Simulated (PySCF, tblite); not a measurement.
# C₈H₁₆GeO: geometry, infrared bands and NMR shifts, part 2 of 2

tblite 0.8.0 and PySCF 2.14.0. Atoms count from 0. The steps go on from the part before.

**5. Shielding tensors: PBE0/pcSseg-1**

What the job is given:

```
{"job": {"kind": "nmr", "xc": "PBE0", "basis": "pcSseg-1"}, "charge": 0, "multiplicity": 1}
Ge     2.266285    -0.087832    -0.116671
O      0.503851    -0.229269    -0.348620
C     -0.456149     0.471227     0.421107
C     -0.584556    -0.147392     1.824536
C     -1.605599    -1.262509     1.644708
C     -2.664602    -0.584234     0.780874
C     -1.861530     0.249260    -0.230478
C     -2.414765     1.649793    -0.521115
C     -1.670153     2.559866     0.457048
C     -0.254390     1.993743     0.426235
H      2.739044     1.337903    -0.466354
H      2.657340    -0.420812     1.338855
H      2.842192    -1.118773    -1.095027
H     -0.982010     0.605616     2.526762
H      0.388439    -0.477791     2.218625
H     -1.997650    -1.663293     2.592016
H     -1.143060    -2.097046     1.092264
H     -3.277904     0.082056     1.413526
H     -3.356784    -1.287931     0.294237
H     -1.703535    -0.328313    -1.152329
H     -3.510492     1.704783    -0.425428
H     -2.165828     1.949066    -1.552464
H     -2.097801     2.464115     1.470389
H     -1.718574     3.626541     0.190120
H      0.386680     2.343431     1.251917
H      0.230757     2.279911    -0.521737
```

Level: GIAO PBE0/pcSseg-1 NMR shielding, non-relativistic, gas phase.

Standard output:

```text
coarse grid: 93592 points
cycle   1  E = -2465.5705789709  dE =  5.712e-01  |g| = 1.143e+00  |ddm| = 4.599e+00
cycle   2  E = -2465.2793979403  dE =  2.912e-01  |g| = 1.649e+00  |ddm| = 2.050e+00
cycle   3  E = -2465.7149083616  dE = -4.355e-01  |g| = 3.250e-01  |ddm| = 1.633e+00
cycle   4  E = -2465.7334941913  dE = -1.859e-02  |g| = 7.852e-02  |ddm| = 3.054e-01
cycle   5  E = -2465.7344155501  dE = -9.214e-04  |g| = 1.693e-02  |ddm| = 8.141e-02
cycle   6  E = -2465.7344742654  dE = -5.872e-05  |g| = 6.388e-03  |ddm| = 2.449e-02
cycle   7  E = -2465.7344828752  dE = -8.610e-06  |g| = 1.057e-03  |ddm| = 6.841e-03
final grid: 199864 points
cycle   8  E = -2465.7345239772  dE = -5.759e-08  |g| = 1.347e-03  |ddm| = 4.670e-03
cycle   9  E = -2465.7345235398  dE =  4.374e-07  |g| = 1.919e-03  |ddm| = 3.759e-03
cycle  10  E = -2465.7345244218  dE = -8.820e-07  |g| = 1.705e-04  |ddm| = 2.172e-03
cycle  11  E = -2465.7345244269  dE = -5.146e-09  |g| = 4.100e-05  |ddm| = 1.565e-04
cycle  12  E = -2465.7345244272  dE = -2.678e-10  |g| = 8.819e-06  |ddm| = 4.518e-05
converged SCF energy = -2465.7345244272

GIAO shielding tensors (ppm)
atom      isotropic    diamagn.    paramagn.     s11        s22        s33       span
  0 Ge    1444.608    2757.102   -1312.494   1336.597   1350.916   1646.311    309.715
  1 O      263.992     404.804    -140.812    225.391    262.747    303.838     78.447
  2 C       89.625     239.147    -149.522     71.392     82.513    114.970     43.578
  3 C      144.366     247.773    -103.408    124.903    147.528    160.666     35.763
  4 C      156.283     248.295     -92.011    132.098    167.240    169.513     37.415
  5 C      146.674     250.349    -103.675    118.018    157.130    164.874     46.856
  6 C      128.669     245.209    -116.540    108.441    115.818    161.748     53.307
  7 C      151.157     248.346     -97.189    131.998    156.643    164.830     32.832
  8 C      156.594     250.720     -94.125    128.393    167.283    174.108     45.715
  9 C      142.544     247.895    -105.351    128.913    138.424    160.297     31.384
 10 H       26.252      29.197      -2.946     19.116     23.475     36.164     17.048
 11 H       26.208      29.361      -3.153     19.233     23.609     35.781     16.549
 12 H       26.574      28.860      -2.285     19.821     21.984     37.918     18.097
 13 H       30.366      33.124      -2.758     26.564     29.341     35.195      8.631
 14 H       29.236      32.255      -3.019     24.067     29.221     34.421     10.355
 15 H       29.822      29.189       0.633     24.756     26.661     38.049     13.293
 16 H       29.647      31.101      -1.455     25.140     27.946     35.854     10.715
 17 H       30.444      31.942      -1.498     25.893     29.457     35.981     10.088
 18 H       29.242      29.685      -0.443     24.495     26.650     36.580     12.085
 19 H       29.132      32.008      -2.877     26.760     27.244     33.392      6.632
 20 H       30.094      29.742       0.352     25.193     27.769     37.319     12.126
 21 H       29.510      30.261      -0.751     25.360     26.729     36.441     11.081
 22 H       29.877      31.635      -1.758     26.612     27.548     35.471      8.859
 23 H       29.682      28.686       0.996     24.544     26.431     38.070     13.526
 24 H       29.735      31.850      -2.115     25.751     28.914     34.540      8.789
 25 H       29.742      32.190      -2.447     24.423     30.228     34.576     10.153
```

Wall time 3.3 min (1 thread of AMD EPYC, shared host); peak memory 1.5 GiB.

The references, computed at this level on geometries of the same kind, shield at (ppm): 1H TMS 31.27, 13C TMS 184.4, 17O H2O 334.6, 73Ge GeMe4 1330. Their shielding less the atom's gives the shift. The references are single molecules in the gas phase, so shifts against H2O, NH3, PH3, H3PO4 or CFCl3 are not on the usual liquid scales and can be off by tens of ppm. Atoms listed in one row are averaged.

```
        atoms                               environment  σ (ppm)  δ (ppm)
           C2  fully substituted sp3 carbon bonded to O     89.6     94.8
           C6                          sp3 CH in a ring    128.7     55.7
       C3, C9                         sp3 CH2 in a ring    143.5     41.0
       C5, C7                         sp3 CH2 in a ring    148.9     35.5
       C4, C8                         sp3 CH2 in a ring    156.4     28.0
H10, H11, H12       hydrogen on a germanium bonded to O    26.34     4.92
          H19           hydrogen on an sp3 CH in a ring    29.13     2.14
     H18, H21          hydrogen on an sp3 CH2 in a ring    29.38     1.89
     H14, H25          hydrogen on an sp3 CH2 in a ring    29.49     1.78
     H16, H23          hydrogen on an sp3 CH2 in a ring    29.66     1.60
     H15, H22          hydrogen on an sp3 CH2 in a ring    29.85     1.42
     H13, H24          hydrogen on an sp3 CH2 in a ring    30.05     1.22
     H17, H20          hydrogen on an sp3 CH2 in a ring    30.27     1.00
          Ge0                germanium bonded to O, 3 H     1445     -114
           O1                    oxygen bonded to C, Ge    264.0     70.6
```

Charges from the same density, by scheme (e):

```
 atoms  Mulliken    IAO  Hirshfeld  ESP fit
   Ge0      0.49   0.69       0.38     0.37
    O1     -0.73  -0.61      -0.24    -0.54
    C2     -0.10   0.22       0.08     0.59
C3, C9     -0.12  -0.27      -0.08    -0.31
C4, C8     -0.20  -0.25      -0.07     0.00
C5, C7     -0.15  -0.26      -0.07    -0.29
    C6     -0.21  -0.13      -0.03     0.16
```

Mayer bond orders: Ge0–O1 0.82, O1–C2 0.81, C2–C3 0.97, C3–C4 1.02, C4–C5 1.04, C5–C6 1.00, C6–C7 1.03, C7–C8 1.02, C8–C9 1.02, C6–C2 0.95, C9–C2 1.03.

Ring of atoms C2, C3, C4, C5, C6: NICS(0) -5.6, NICS(1) -4.1, NICS(1)zz -2.5 ppm (means of both faces).

Ring of atoms C2, C6, C7, C8, C9: NICS(0) -5.8, NICS(1) -4.2, NICS(1)zz -1.7 ppm (means of both faces).

**6. Shielding tensors: wB97X-D/pcSseg-1**

The job, as its differences from that of step 5:

```diff
@@ -1,2 +1,2 @@
-{"job": {"kind": "nmr", "xc": "PBE0", "basis": "pcSseg-1"}, "charge": 0, "multiplicity": 1}
+{"job": {"kind": "nmr", "xc": "wB97X-D", "basis": "pcSseg-1", "pop": false}, "charge": 0, "multiplicity": 1}
 Ge     2.266285    -0.087832    -0.116671
```

Method: GIAO wB97X-D/pcSseg-1 NMR shielding, non-relativistic, gas phase.

Standard output:

```text
coarse grid: 93592 points
cycle   1  E = -2466.2524797252  dE =  9.904e-01  |g| = 1.102e+00  |ddm| = 4.575e+00
cycle   2  E = -2466.1809972027  dE =  7.148e-02  |g| = 1.256e+00  |ddm| = 1.413e+00
cycle   3  E = -2466.3966507956  dE = -2.157e-01  |g| = 1.576e-01  |ddm| = 8.967e-01
cycle   4  E = -2466.4006417562  dE = -3.991e-03  |g| = 6.132e-02  |ddm| = 1.394e-01
cycle   5  E = -2466.4011614240  dE = -5.197e-04  |g| = 6.349e-03  |ddm| = 4.546e-02
cycle   6  E = -2466.4011681625  dE = -6.738e-06  |g| = 2.852e-03  |ddm| = 8.864e-03
final grid: 199864 points
cycle   7  E = -2466.4003888701  dE = -3.195e-06  |g| = 2.670e-03  |ddm| = 6.630e-03
cycle   8  E = -2466.4003892293  dE = -3.592e-07  |g| = 2.398e-03  |ddm| = 3.639e-03
cycle   9  E = -2466.4003904148  dE = -1.186e-06  |g| = 1.493e-04  |ddm| = 1.722e-03
cycle  10  E = -2466.4003904193  dE = -4.506e-09  |g| = 6.811e-05  |ddm| = 1.735e-04
cycle  11  E = -2466.4003904204  dE = -1.126e-09  |g| = 2.197e-05  |ddm| = 1.033e-04
cycle  12  E = -2466.4003904205  dE = -9.868e-11  |g| = 6.583e-06  |ddm| = 2.634e-05
converged SCF energy = -2466.4003904205

GIAO shielding tensors (ppm)
atom      isotropic    diamagn.    paramagn.     s11        s22        s33       span
  0 Ge    1442.286    2756.973   -1314.687   1333.947   1347.622   1645.288    311.341
  1 O      269.312     405.878    -136.566    232.391    268.832    306.712     74.321
  2 C       90.392     239.460    -149.068     72.234     83.281    115.661     43.427
  3 C      144.356     248.153    -103.797    125.452    146.640    160.976     35.524
  4 C      156.618     248.373     -91.755    132.457    167.677    169.721     37.264
  5 C      147.371     250.367    -102.996    119.458    157.400    165.254     45.796
  6 C      129.043     245.737    -116.694    108.480    115.927    162.723     54.244
  7 C      151.732     248.358     -96.625    132.985    157.124    165.089     32.104
  8 C      157.003     250.576     -93.574    129.300    167.741    173.967     44.667
  9 C      142.803     248.294    -105.492    128.988    138.625    160.794     31.806
 10 H       26.435      29.453      -3.018     19.319     23.673     36.313     16.994
 11 H       26.388      29.638      -3.250     19.424     23.800     35.939     16.516
 12 H       26.724      29.042      -2.318     19.985     22.122     38.066     18.080
 13 H       30.509      33.343      -2.834     26.747     29.467     35.312      8.564
 14 H       29.412      32.604      -3.193     24.284     29.379     34.573     10.290
 15 H       29.963      29.154       0.809     24.924     26.784     38.181     13.257
 16 H       29.783      31.428      -1.645     25.310     28.078     35.961     10.651
 17 H       30.586      31.995      -1.409     26.052     29.592     36.115     10.063
 18 H       29.408      29.687      -0.279     24.688     26.790     36.746     12.058
 19 H       29.281      32.369      -3.088     26.898     27.412     33.534      6.636
 20 H       30.233      29.665       0.569     25.345     27.899     37.455     12.110
 21 H       29.675      30.445      -0.771     25.554     26.872     36.599     11.045
 22 H       30.044      31.733      -1.690     26.758     27.732     35.642      8.884
 23 H       29.830      28.646       1.184     24.718     26.561     38.210     13.492
 24 H       29.880      32.040      -2.160     25.899     29.058     34.684      8.785
 25 H       29.901      32.599      -2.698     24.622     30.360     34.721     10.099
```

It took 4.8 min on 1 thread of AMD EPYC, shared host; peak memory 1.7 GiB.

Key values: δ C2 94.1, C6 55.5, C3 41.0, C5 35.0, H10 4.86, H19 2.10 ppm (means over like atoms).

**7. Side by side: NMR shifts**

Shifts (ppm) of some atoms, chosen among heavy atoms and hydrogens apart, means over like atoms, with basis size and wall time:

```
             run    C2    C6    C5   H10   H14   Ge0    O1  functions     time
   PBE0/pcSseg-1  94.8  55.7  35.5  4.92  1.78  -114  70.6        274  3.3 min
wB97X-D/pcSseg-1  94.1  55.5  35.0  4.86  1.72  -112  63.9        274  4.8 min
```

**8. Results**

What follows sums up all 2 parts.

| quantity | value |
| --- | --- |
| strongest single infrared mode (GFN2-xTB) | 1965 cm⁻¹, 526 km/mol |
| zero-point energy (GFN2-xTB) | 136.9 kcal/mol |
| point group | C1 |
| rotational constants (main isotopes) | 1.69, 0.60, 0.51 GHz |
| 13C shifts against TMS (PBE0/pcSseg-1, means over atoms taken as alike) | 94.8, 55.7, 41.0, 35.5, 28.0 ppm |
| 1H shifts against TMS (PBE0/pcSseg-1, means over atoms taken as alike) | 4.92, 2.14, 1.89, 1.78, 1.60, 1.42, 1.22, 1.00 ppm |
| 73Ge shifts against GeMe4 (PBE0/pcSseg-1) | -114 ppm |
| 17O shifts against H2O (PBE0/pcSseg-1) | 70.6 ppm |
| range of the shift of O1 | 63.9 to 70.6 ppm |

**Reading.** Over 136 steps the energy fell by 1.107 eV; of the close pairs, Ge0–O1 changed most, 1.814 to 1.734 Å (GFN2-xTB). All 72 modes are real, so the xTB geometry is a minimum. The strongest single mode, at 1965 cm⁻¹, moves mainly H10 and H11. GFN2-xTB is a fitted tight-binding method: band positions and strengths are rough. Its intensities can rank the bands wrongly. The optimisation took 6 steps and gained 0.341 eV; among the close pairs (by a distance rule), Ge0–H12 changed most, from 1.458 to 1.534 Å (PBE0/def2-SVP). At PBE0/pcSseg-1: Shielding is most anisotropic at Ge0 (span 310 ppm, paramagnetic term -1312 ppm). Across the 2 runs the shift of O1 moves most, between 63.9 (wB97X-D/pcSseg-1) and 70.6 ppm (PBE0/pcSseg-1). Spin-orbit coupling is left out, which matters for shieldings and couplings at and beside the heavy atoms.
